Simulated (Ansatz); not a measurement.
**SbAs4Au: a trial structure relaxed**

Aim: relax a trial structure of SbAs4Au and see where it ends.

Method: DFT PBE, scalar-relativistic, plane waves, PAW, in Ansatz 0.2.0.

## 1. The structure to begin with

Symmetry: P6/mmm, No. 191, hexagonal system. Conventional cell: a = 4.827 Å, b = 4.827 Å, c = 8.889 Å, α = 90.00°, β = 90.00°, γ = 120.00°. Sb (site symmetry 6/mmm) has 2 As at 2.24 Å in its first shell of neighbours. Around As (site symmetry -6m2) lie 3 As at 2.79 Å and 3 Au at 2.79 Å. As (site symmetry 6mm) has 1 Au at 2.21 Å and 1 Sb at 2.24 Å in its first shell of neighbours. Au (site symmetry 6/mmm) has 8 As at 2.21 to 2.79 Å in its first shell of neighbours.

Structure file:

```xyz
6
Lattice="4.8273 0.0000 0.0000 -2.4137 4.1806 0.0000 0.0000 0.0000 8.8892" Properties=species:S:1:pos:R:3 pbc="T T T"
Sb    0.0000    0.0000    0.0000
As    0.0000    2.7871    4.4446
As    2.4137    1.3935    4.4446
As    0.0000    0.0000    6.6503
As    0.0000    0.0000    2.2389
Au    0.0000    0.0000    4.4446
```

The cell is invented: random cell by space group and Wyckoff sites (P6/mmm, No. 191). Its size is a rough estimate.

## 2. A first look at the guess

input.yaml reads:

```yaml
crystal:
  lattice:
    - [4.82732918, 0.0, 0.0]
    - [-2.41366459, 4.1805897, 0.0]
    - [0.0, 0.0, 8.88915169]
  atoms:
    - { symbol: Sb, position: [0.0, 0.0, 0.0] }
    - { symbol: As, position: [0.33333333, 0.66666667, 0.5] }
    - { symbol: As, position: [0.66666667, 0.33333333, 0.5] }
    - { symbol: As, position: [0.0, 0.0, 0.74813298] }
    - { symbol: As, position: [0.0, 0.0, 0.25186702] }
    - { symbol: Au, position: [0.0, 0.0, 0.5] }
basis:
  ecutwfc: 420
kpoints:
  mp_grid: { grid: [6, 6, 2] }
hamiltonian:
  xc: pbe
scf:
  occupations: { method: gaussian, width: 0.1 }
  lower_state_search: "off"
output:
  forces: true
  stress: true
  eigenvalues: true
```

Command:

```sh
> ansatz run input.yaml --threads 1 --pin off --max-ram 2560MiB --backend cpu --events-out ev --progress --plain --runs-dir out
```

The session goes on with these runs: a loose first relaxation; final relaxation.

Before running it: what results should come out? Wanted: conventional cell; volume; energy over the elements; gap on the mesh.

The runs gave:

```
                              quantity                                                                        value
symmetry at the end (tolerance 0.05 Å)                                                 space group P6/mmm (No. 191)
                     conventional cell  a = 4.830 Å, b = 4.830 Å, c = 10.282 Å, α = 90.00°, β = 90.00°, γ = 120.00°
                                volume                                                                34.62 Å³/atom
              energy over the elements                                                                +0.90 eV/atom
                       gap on the mesh                                                                 none (metal)
```

The space group P6/mmm (No. 191) is kept, and the volume per atom grows by 15.8 % from the first guess. With a positive formation energy it can't be a ground state. No finished test with a distortion of lower symmetry is shown, so the end may be a saddle point. Spin-orbit coupling is left out for Au, Sb.
